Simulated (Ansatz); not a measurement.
Crystal: MnS.

```
Mn S
1.0
     0.00000    2.60450    2.60450
     2.60450    0.00000    2.60450
     2.60450    2.60450    0.00000
Mn S
1 1
Direct
  0.00000 0.00000 0.00000
  0.50000 0.50000 0.50000
```

```yaml
Program: Ansatz 0.2.0
Task: relaxation of cell and atoms
Functional: BLYP
Dispersion: D3(BJ)
Potentials_or_basis: all-electron LAPW, scalar-relativistic
Basis_error_allowed: 0.001 eV/atom
k_mesh: 9 × 9 × 9
Occupations: fermi-dirac, width 0.05 eV
Spin: collinear spin, ferromagnetic start
Starting_moments: "[4.0, 0.0] μB"
```

At the start: volume 17.67 Å³/atom.

Question: Where does the relaxation end?

Answer: Over 11 steps the energy falls by 58.3 meV/atom and the volume is 15.82 Å³/atom (-10.4 %); space group Fm-3m (No. 225, to 0.05 Å); moment 4.17 μB per cell.

The path:
| step | energy change (eV) | largest force (eV/Å) | volume (Å³) |
| --- | --- | --- | --- |
| 1 | 0.0000 | 0.0000 | 35.33 |
| 2 | -0.0945 | 0.0000 | 32.64 |
| 3 | -0.0998 | 0.0000 | 32.44 |
| 4 | -0.1001 | 0.0000 | 32.42 |
| 5 | -0.1031 | 0.0000 | 32.31 |
| 6 | -0.1163 | 0.0000 | 31.70 |
| 7 | -0.1164 | 0.0000 | 31.69 |
| 8 | -0.1166 | 0.0000 | 31.66 |
| 9 | -0.1167 | 0.0000 | 31.65 |
| 10 | -0.1167 | 0.0000 | 31.65 |
| 11 | -0.1167 | 0.0000 | 31.65 |

Final structure:
```
Mn S
1.0
     0.00000    2.51050    2.51050
     2.51050    0.00000    2.51050
     2.51050    2.51050    0.00000
Mn S
1 1
Direct
  0.00000 0.00000 0.00000
  0.50000 0.50000 0.50000
```

Caveat: the volume moved by -10 % from the deposited cell, more than functionals usually miss; a cell with one magnetic atom can't hold antiferromagnetic order, which such compounds often take.
